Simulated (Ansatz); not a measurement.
# Hg: pressure up to the limit of the methods

An exercise on one series of results from a longer session: the logs are not shown, and one member is left open.

Method: DFT, PBEsol, PAW with Ansatz's default frozen-core files, scalar-relativistic, in Ansatz 0.2.0.

1 further run of the same task is left out (it didn't finish). Runs told in other sessions of the task aren't counted.

## The system as given

Symmetry: Fd-3m, No. 227, cubic system. Conventional cell: a = 6.205 Å, b = 6.205 Å, c = 6.205 Å, α = 90.00°, β = 90.00°, γ = 90.00°. Around Hg (site symmetry -43m) lie 4 Hg at 2.69 Å.

Coordinates:

```cif
data_structure
_symmetry_space_group_name_H-M 'Fd-3m:1'
_symmetry_Int_Tables_number 227
_cell_length_a 6.2051
_cell_length_b 6.2051
_cell_length_c 6.2051
_cell_angle_alpha 90.000
_cell_angle_beta 90.000
_cell_angle_gamma 90.000
_cell_volume 238.92
loop_
_atom_site_label
_atom_site_type_symbol
_atom_site_symmetry_multiplicity
_atom_site_Wyckoff_symbol
_atom_site_fract_x
_atom_site_fract_y
_atom_site_fract_z
_atom_site_occupancy
Hg1 Hg 8 b 0.00000 0.50000 0.00000 1
```

The file gives the conventional cell by its symmetry; the runs use the cell typed in the input.

Whether this phase is the stable one at these pressures isn't tested.

Atoms are numbered in the order of the input: Hg1, Hg2.

The first run:

The input, input.yaml:

```yaml
crystal:
  lattice:
    - [0.0, 3.1025646484, 3.1025646484]
    - [3.1025646484, 0.0, 3.1025646484]
    - [3.1025646484, 3.1025646484, 0.0]
  atoms:
    - { symbol: Hg, position: [-0.125, -0.125, -0.125] }
    - { symbol: Hg, position: [0.125, 0.125, 0.125] }
kpoints:
  mp_grid: { grid: [12, 12, 12] }
scf:
  occupations: { method: fermi_dirac, width: 0.05 }
hamiltonian:
  xc: pbesol
  pseudopotentials: { kind: paw }
output:
  forces: true
  stress: true
relax:
  f_tol: 0.005
  max_steps: 40
  cell: {}
```

Launch:

```console
ansatz run input.yaml --threads 1 --pin off --max-ram 2048MiB --backend cpu --events-out ev --progress --plain --runs-dir out
```

Steps of the session up to this table: Cell relaxed at zero pressure, PAW; Volume scaled by 1, PAW; Volume scaled by 0.9, PAW; Volume scaled by 0.8, PAW; Volume scaled by 0.7, PAW; Volume scaled by 0.6, PAW; Volume scaled by 0.5, PAW; Volume scaled by 0.5, PAW (cutoff 300 eV); Volume scaled by 0.4, PAW; Volume scaled by 0.4, PAW (cutoff 250 eV).

One of the session's tables, all rows but one given; the rest of the session is left out.

```
             method  volume over the first  volume (Å³/atom)  pressure (GPa)
                PAW                      1            36.251            0.03
                PAW                    0.9            32.626            2.49
                PAW                    0.8            29.001            8.46
                PAW                    0.7            25.376           21.19
                PAW                    0.6            21.751           49.81
                PAW                    0.5            18.126          116.56
                PAW                    0.4            14.501          287.91
PAW (cutoff 250 eV)                    0.4                 ?               ?
PAW (cutoff 300 eV)                    0.5            18.126          116.19
```

Q: Estimate the row for PAW (cutoff 250 eV), 0.4 from the others.

As computed: volume (Å³/atom): 14.501; pressure (GPa): 293.39.

Caveats from the session: Warnings in the runs' records: cutoff below recommended.
